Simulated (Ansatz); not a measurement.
**FH4NOSSn: basis-set convergence**

An exercise on one series of results from a longer session: the logs are not shown, and one member is left open.

The runs use Ansatz 0.2.0, Gaussian basis; one geometry, several basis sets.

The runs, in order: PBE0-D4/def2-SVP; ωB97M-V/def2-SVP; PBE0-D4/def2-QZVPP; ωB97M-V/def2-QZVPP; the functionals' def2-TZVPP values are taken from earlier runs.

## Structure used throughout

The geometry comes from an earlier relaxation with PBE0-D4 in a triple-zeta def2 set; it is a stationary point, not always the lowest conformer. Sn takes the def2 core potential; no spin-orbit term is included.

SMILES `[NH2][Sn]([OH])([F])[SH]`, 9 atoms, charge 0, spin multiplicity 1.

Atoms are counted from 1 here; the program's logs count them from 0.

Bond lengths: N1–Sn2 1.989 Å, N1–H6 1.012 Å, N1–H7 1.011 Å, Sn2–O3 1.941 Å, Sn2–F4 1.927 Å, Sn2–S5 2.371 Å, O3–H8 0.961 Å, S5–H9 1.345 Å. Angles: Sn2–N1–H6 113.4°, Sn2–N1–H7 114.2°, H6–N1–H7 109.2°, N1–Sn2–O3 103.9°, N1–Sn2–F4 115.2°, N1–Sn2–S5 113.2°, O3–Sn2–F4 104.9°, O3–Sn2–S5 117.1°, F4–Sn2–S5 102.6°, Sn2–O3–H8 113.4°, Sn2–S5–H9 90.2°.

The first run:

Contents of in.yaml:

```yaml
crystal:
  periodic: [false, false, false]
  atoms:
    - {symbol: N, position_ang: [1.291560, 1.213853, -0.487896]}
    - {symbol: Sn, position_ang: [-0.071718, -0.133739, 0.041078]}
    - {symbol: O, position_ang: [0.931813, -1.790954, 0.164588]}
    - {symbol: F, position_ang: [-1.439572, -0.477803, -1.272315]}
    - {symbol: S, position_ang: [-1.333013, 0.508180, 1.943939]}
    - {symbol: H, position_ang: [1.897338, 0.900076, -1.235277]}
    - {symbol: H, position_ang: [0.909414, 2.118887, -0.727111]}
    - {symbol: H, position_ang: [0.374312, -2.568613, 0.250578]}
    - {symbol: H, position_ang: [-2.471735, 0.183712, 1.305318]}
basis:
  gaussian: {orbitals: def2-SVP}
hamiltonian: {xc: pbe0, dispersion: d4}
output: {orbitals: {seedname: orbitals}}
```

Run with:

```bash
$ ansatz run in.yaml --threads 4 --pin off --events-out ev --progress --plain --max-ram 10444MiB
```

Steps of the session up to this table: PBE0-D4 in def2-SVP; ωB97M-V in def2-SVP; PBE0-D4 in def2-QZVPP; ωB97M-V in def2-QZVPP.

One table of the session follows, with a row left open; its other results are not shown here.

It belongs to the step «Density functionals: the series». 

| functional | basis | HOMO (eV) |
| --- | --- | --- |
| PBE0-D4 | def2-SVP | -7.82 |
| PBE0-D4 | def2-TZVPP | -8.00 |
| PBE0-D4 | def2-QZVPP | -8.03 |
| ωB97M-V | def2-SVP | ? |
| ωB97M-V | def2-TZVPP | -10.24 |
| ωB97M-V | def2-QZVPP | -10.27 |

Q: Estimate the row for ωB97M-V, def2-SVP from the others.

The run gave: HOMO (eV): -10.02. In the column «HOMO (eV)» it lies between ωB97M-V, def2-TZVPP (-10.24) and PBE0-D4, def2-QZVPP (-8.03).
